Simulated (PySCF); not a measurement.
**La(NH2)3: other functionals and bases at one geometry**

How far do other levels of theory move the description of La(NH2)3, and what does each cost? It is a constructed species; whether it can be made isn't addressed.

Program: PySCF 2.14.0. Level of theory: several levels, as the steps say, no spin–orbit coupling. These are calculated values, not measurements.

### 1 The starting structure

10 atoms, charge 0, spin multiplicity 1.

Bond lengths: La1–N2 2.311 Å, La1–N5 2.310 Å, La1–N8 2.310 Å, N2–H3 1.033 Å, N2–H4 1.033 Å, N5–H6 1.033 Å, N5–H7 1.033 Å, N8–H9 1.033 Å, N8–H10 1.033 Å. Angles: N2–La1–N5 120.0°, N2–La1–N8 120.0°, N5–La1–N8 120.1°, La1–N2–H3 127.6°, La1–N2–H4 127.6°, H3–N2–H4 104.7°, La1–N5–H6 127.5°, La1–N5–H7 127.8°, H6–N5–H7 104.7°, La1–N8–H9 127.8°, La1–N8–H10 127.5°, H9–N8–H10 104.7°.

Coordinates:

```xyz
10

La   -0.0015    0.0000    0.0000
N     2.3095   -0.0017   -0.0005
H     2.9406    0.8110    0.0869
H     2.9394   -0.8153   -0.0883
N    -1.1540    1.9903    0.2200
H    -0.7575    2.9383    0.3249
H    -2.1772    2.1313    0.2315
N    -1.1570   -1.9887   -0.2194
H    -2.1804   -2.1282   -0.2306
H    -0.7619   -2.9372   -0.3246
```

Formal oxidation states: La +3. The 4f shell is empty and lies in the core potential. An earlier session relaxed this geometry at BP86, La lcecp-1-SVP with ECP46, N def2-SVP, H def2-SVP (singlet, point group D3h).

At BP86 on the finer grid: E = -199.480830 Eh, HOMO -4.60 eV, LUMO -1.74 eV, Mulliken charge on La1 +0.81 e, largest force component 0.012 eV/Å. The large-core potential holds the 4f shell empty.

Levels to run: HF; M06-L; PBE0; r2SCAN; BP86, f-in-core-III/TZVP; BP86, x2c-SVP. Hardware: 2 threads of Arm Neoverse V1, shared host.

### 2 HF

File run.py (the lines that set the calculation):

```python
mol = gto.M(atom='''
La    -0.00146     0.00000     0.00000
N      2.30949    -0.00168    -0.00052
H      2.94063     0.81103     0.08695
H      2.93941    -0.81530    -0.08827
N     -1.15404     1.99032     0.21995
H     -0.75753     2.93828     0.32490
H     -2.17718     2.13132     0.23153
N     -1.15702    -1.98865    -0.21943
H     -2.18037    -2.12816    -0.23055
H     -0.76194    -2.93718    -0.32456''',
    basis={'La': 'lcecp-1-SVP', 'N': 'def2-SVP', 'H': 'def2-SVP'},
    ecp={'La': 'lcecp-1-SVP'},
    charge=0, spin=0)
mf = scf.RHF(mol)
mf = mf.density_fit()  # fitting sets: La AutoAux, N def2-universal-JKFIT, H def2-universal-JKFIT
mf.conv_tol = 1e-08; mf.max_cycle = 55
mf.kernel(dm0)  # dm0: the density of the relaxed state
```

Launch:

```console
$ OMP_NUM_THREADS=2 python run.py
```

### 3 M06-L

Changes to run.py (the lines that set the calculation) since step 2:

```diff
@@ -14,3 +14,4 @@
     charge=0, spin=0)
-mf = scf.RHF(mol)
+mf = dft.RKS(mol, xc='M06L')
+mf.grids.atom_grid = (75, 302)  # f atoms: unpruned, at least (60, 302)
 mf = mf.density_fit()  # fitting sets: La AutoAux, N def2-universal-JKFIT, H def2-universal-JKFIT
```

### 4 PBE0

Changes to run.py (the lines that set the calculation) since step 3:

```diff
@@ -14,3 +14,3 @@
     charge=0, spin=0)
-mf = dft.RKS(mol, xc='M06L')
+mf = dft.RKS(mol, xc='PBE0')
 mf.grids.atom_grid = (75, 302)  # f atoms: unpruned, at least (60, 302)
```

### 5 r2SCAN

Changes to run.py (the lines that set the calculation) since step 4:

```diff
@@ -14,3 +14,3 @@
     charge=0, spin=0)
-mf = dft.RKS(mol, xc='PBE0')
+mf = dft.RKS(mol, xc='R2SCAN')
 mf.grids.atom_grid = (75, 302)  # f atoms: unpruned, at least (60, 302)
```

### 6 BP86, f-in-core-III/TZVP

Basis: La lcecp-1-TZVP with ECP46, N def2-TZVP, H def2-TZVP. 

Changes to run.py (the lines that set the calculation) since step 5:

```diff
@@ -11,6 +11,6 @@
 H     -0.76194    -2.93718    -0.32456''',
-    basis={'La': 'lcecp-1-SVP', 'N': 'def2-SVP', 'H': 'def2-SVP'},
-    ecp={'La': 'lcecp-1-SVP'},
+    basis={'La': 'lcecp-1-TZVP', 'N': 'def2-TZVP', 'H': 'def2-TZVP'},
+    ecp={'La': 'lcecp-1-TZVP'},
     charge=0, spin=0)
-mf = dft.RKS(mol, xc='R2SCAN')
+mf = dft.RKS(mol, xc='B88,P86')
 mf.grids.atom_grid = (75, 302)  # f atoms: unpruned, at least (60, 302)
@@ -18,2 +18,2 @@
 mf.conv_tol = 1e-08; mf.max_cycle = 55
-mf.kernel(dm0)  # dm0: the density of the relaxed state
+mf.kernel(dm0)  # dm0: free metal ions and neutral atoms
```

### 7 BP86, x2c-SVP

Basis: La x2c-SVPall, N x2c-SVPall, H x2c-SVPall. All electrons are treated, with the spin-free X2C Hamiltonian.

File run.py (the lines that set the calculation):

```python
mol = gto.M(atom='''
La    -0.00146     0.00000     0.00000
N      2.30949    -0.00168    -0.00052
H      2.94063     0.81103     0.08695
H      2.93941    -0.81530    -0.08827
N     -1.15404     1.99032     0.21995
H     -0.75753     2.93828     0.32490
H     -2.17718     2.13132     0.23153
N     -1.15702    -1.98865    -0.21943
H     -2.18037    -2.12816    -0.23055
H     -0.76194    -2.93718    -0.32456''',
    basis={'La': 'x2c-SVPall', 'N': 'x2c-SVPall', 'H': 'x2c-SVPall'},
    nucmod='G',
    charge=0, spin=0)
mf = dft.RKS(mol, xc='B88,P86')
mf.grids.atom_grid = (99, 590)  # f atoms: unpruned, at least (60, 302)
mf = mf.density_fit()  # fitting sets: La AutoAux, N AutoAux, H AutoAux
mf = mf.sfx2c1e()
mf.conv_tol = 1e-08; mf.max_cycle = 55
mf.kernel(dm0)  # dm0: free metal ions and neutral atoms
```

Q: Predict the outcome of this session. Wanted: for each run, HOMO; gap; charge on La1; dipole; largest force.

As calculated:

| level | state | HOMO (eV) | gap (eV) | charge on La1 (e) | dipole (D) | largest force (eV/Å) | basis functions | time |
| --- | --- | --- | --- | --- | --- | --- | --- | --- |
| BP86 (relaxed here) | singlet | -4.60 | 2.86 | 0.81 | 0.00 | 0.01 | 105 | 15 s |
| HF | singlet | -9.05 | 9.84 | 1.47 | 0.00 | 1.55 | 105 | 3 s |
| M06-L | singlet | -4.50 | 3.95 | 1.17 | 0.00 | 0.49 | 105 | 9.4 s |
| PBE0 | singlet | -5.80 | 4.70 | 1.01 | 0.00 | 0.46 | 105 | 5.6 s |
| r2SCAN | singlet | -4.74 | 3.38 | 0.97 | 0.00 | 0.37 | 105 | 8.9 s |
| BP86, f-in-core-III/TZVP | singlet | -4.84 | 3.09 | 1.48 | 0.00 | 0.45 | 176 | 16 s |
| BP86, x2c-SVP | singlet | -4.59 | 2.90 | 0.81 | 0.00 | 0.29 | 138 | 32 s |

Times are on 2 threads of Arm Neoverse V1, shared host; the first row also made further properties.

In one basis the HOMO–LUMO gap runs from 2.86 eV (BP86) to 9.84 eV (HF); it grows with exact exchange, which frees the filled levels of self-repulsion, so they fall, while the empty ones feel all electrons and rise. The largest leftover force, 1.55 eV/Å with HF, stands at a geometry relaxed at another level. The Mulliken charge on La spans +0.81 to +1.48 e: such charges hang on the basis and the method. With 4f in the core, its levels are missing from HOMO and gap. Total energies of different levels can't be compared. Spin–orbit coupling is left out throughout.
